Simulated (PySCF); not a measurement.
# How the numerical set-up moves the result for SeCl⁻

Which parts of the numerical set-up matter for SeCl⁻? Each run edits the base script.

Program: PySCF 2.14.0. Level of theory: method and basis as typed in the scripts. These are calculated values, not measurements.

5 further runs of the same task are left out: 5 that didn't finish.

### 1 The system as given

SeCl⁻: 2 atoms, charge -1, spin multiplicity 1.

Bond lengths: Se1–Cl2 2.294 Å.

### 2 The run that the others are compared with

input.py

```python
from pyscf import gto, scf, mp

mol = gto.M(
    atom='Se 0 0 0; Cl 0 0 2.294',
    basis='lanl2dz',
    ecp={'Se': 'lanl2dz', 'Cl': 'lanl2dz'},
    charge=-1,
    spin=0,
    symmetry=True,
    verbose=4,
)
mf = scf.RHF(mol)
mf.kernel()
mp.MP2(mf).kernel()
mf.dip_moment()
print('orbital energies (hartree):', mf.mo_energy[..., max(0, mol.nelec[1]-3):mol.nelec[0]+3].round(4))
```

Launch:

```
$ OMP_NUM_THREADS=1 python input.py
```

Its log is not repeated here.

In short: E(SCF) = -23.767145 Eh, 8 cycles, E(MP2) − E(SCF) = -0.05807 Eh.

The bond length is a typed value, not an optimised one. The dipole of an ion depends on the origin.

### 3 Cartesian functions on

Variant 1 changes Cartesian functions: off → on.

input.py

```python
from pyscf import gto, scf, mp

mol = gto.M(
    atom='Se 0 0 0; Cl 0 0 2.294',
    basis='lanl2dz',
    ecp={'Se': 'lanl2dz', 'Cl': 'lanl2dz'},
    charge=-1,
    spin=0,
    symmetry=True,
    cart=True,
    verbose=4,
)
mf = scf.RHF(mol)
mf.kernel()
mp.MP2(mf).kernel()
mf.dip_moment()
print('orbital energies (hartree):', mf.mo_energy[..., max(0, mol.nelec[1]-3):mol.nelec[0]+3].round(4))
```

Launch:

```
$ OMP_NUM_THREADS=1 python input.py
```

### 4 Crenbl

Variant 2 changes basis set: lanl2dz → crenbl. The core potential changes with it: totals don't compare.

input.py, as its differences from that of step 2:

```diff
@@ -4,4 +4,4 @@
     atom='Se 0 0 0; Cl 0 0 2.294',
-    basis='lanl2dz',
-    ecp={'Se': 'lanl2dz', 'Cl': 'lanl2dz'},
+    basis='crenbl',
+    ecp={'Se': 'crenbl', 'Cl': 'crenbl'},
     charge=-1,
```

### 5 X2c-svpall (core potential off, X2C on)

Variant 3 changes basis set: lanl2dz → x2c-svpall; core potential: on → off; spin-free X2C: off → on. The core potential changes with it: totals don't compare.

input.py, as its differences from that of step 2:

```diff
@@ -4,4 +4,3 @@
     atom='Se 0 0 0; Cl 0 0 2.294',
-    basis='lanl2dz',
-    ecp={'Se': 'lanl2dz', 'Cl': 'lanl2dz'},
+    basis='x2c-svpall',
     charge=-1,
@@ -12,2 +11,3 @@
 mf = scf.RHF(mol)
+mf = mf.sfx2c1e()
 mf.kernel()
```

**Question.** What will these runs give? Wanted: for each run, E(SCF); from base; gap; after the SCF.

As calculated:

```tsv
run	E(SCF) (hartree)	from base (eV)	cycles	gap (eV)	functions	after the SCF
base	-23.767145	0	8	10.14	16	MP2 correlation -1.580 eV
Cartesian functions on	-23.767145	0.0000	8	10.14	16	MP2 correlation -1.580 eV
crenbl	-146.161500	not comparable	9	10.14	48	MP2 correlation -9.424 eV
x2c-svpall (core potential off, X2C on)	-2888.451970	not comparable	9	10.50	50	MP2 correlation -11.033 eV
```

In words: The SCF energy stays the same, to the digits that matter, with Cartesian functions on. The basis has no d shells, so the Cartesian switch can't act.
